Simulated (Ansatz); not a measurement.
## H3NOSi, SMILES N[Si]O: the interaction energy of a dimer with the counterpoise correction, step by step

With Ansatz's Python interface.

Interactive session:
```pycon
>>> import ansatz as az
>>> FIRST = [
...     ('N', (-0.8283, 0.003, -0.2548)),
...     ('Si', (0.6304, -0.6052, -0.6716)),
...     ('O', (1.4819, -0.1858, 0.6496)),
...     ('H', (-1.4844, -0.1158, -1.0062)),
...     ('H', (-0.8069, 1.0542, -0.2073)),
...     ('H', (1.0075, -0.1506, 1.4903)),
... ]
>>> SECOND = [
...     ('N', (3.3637, 4.3615, -1.2322)),
...     ('Si', (2.954, 2.8938, -0.6409)),
...     ('O', (2.5788, 3.3159, 0.8847)),
...     ('H', (3.6916, 4.2783, -2.1781)),
...     ('H', (4.2385, 4.7287, -0.7766)),
...     ('H', (2.2124, 4.1989, 1.0233)),
... ]
>>> def energy(atoms, ghosts=()):
...     molecule = az.Crystal.molecule()
...     for symbol, xyz in atoms:
...         molecule = molecule.atom(symbol, xyz)
...     calc = (
...         molecule.calculation()
...         .basis(gaussian='def2-SVP')
...         .functional('pbe')
...     )
...     deck = calc.input()
...     if ghosts:
...         deck = deck.set(az.key.basis.gaussian.ghost_atoms, [{'symbol': s, 'position_ang': list(xyz)} for s, xyz in ghosts])
...     return az.Session.from_dict(deck).plan().execute().report['free_energy_ev']
...
>>> # monomers in their own basis and in the basis of the dimer
>>> both = energy(FIRST + SECOND)
>>> alone = energy(FIRST) + energy(SECOND)
>>> ghosted = energy(FIRST, SECOND) + energy(SECOND, FIRST)
>>> print(f'dimer {both:.6f} eV')
dimer -22900.902490 eV
>>> print(f'interaction, uncorrected   {23.060548 * (both - alone):8.3f} kcal/mol')
interaction, uncorrected     -0.690 kcal/mol
>>> print(f'interaction, counterpoise  {23.060548 * (both - ghosted):8.3f} kcal/mol')
interaction, counterpoise     0.708 kcal/mol
>>> print(f'basis-set superposition    {23.060548 * (alone - ghosted):8.3f} kcal/mol')
basis-set superposition       1.398 kcal/mol
```

Uncorrected it is -0.690 kcal/mol, with the counterpoise correction 0.708 kcal/mol; the difference, 1.40 kcal/mol, is the superposition error. The sign changes with the correction, so this basis doesn't settle it.

Total energies depend on the basis set; only differences at equal settings carry meaning. The dimer is a generated trial pose of unrelaxed monomers, not a minimum, so the figure is no binding energy, and the basis set is small. This level lacks the dispersion part of the attraction (electrostatics and induction are there), which can decide the sign where the interaction is weak. Wall time of the script: 20 s on 1 thread of Arm Neoverse N1 (shared host), peak memory 0.21 GiB.
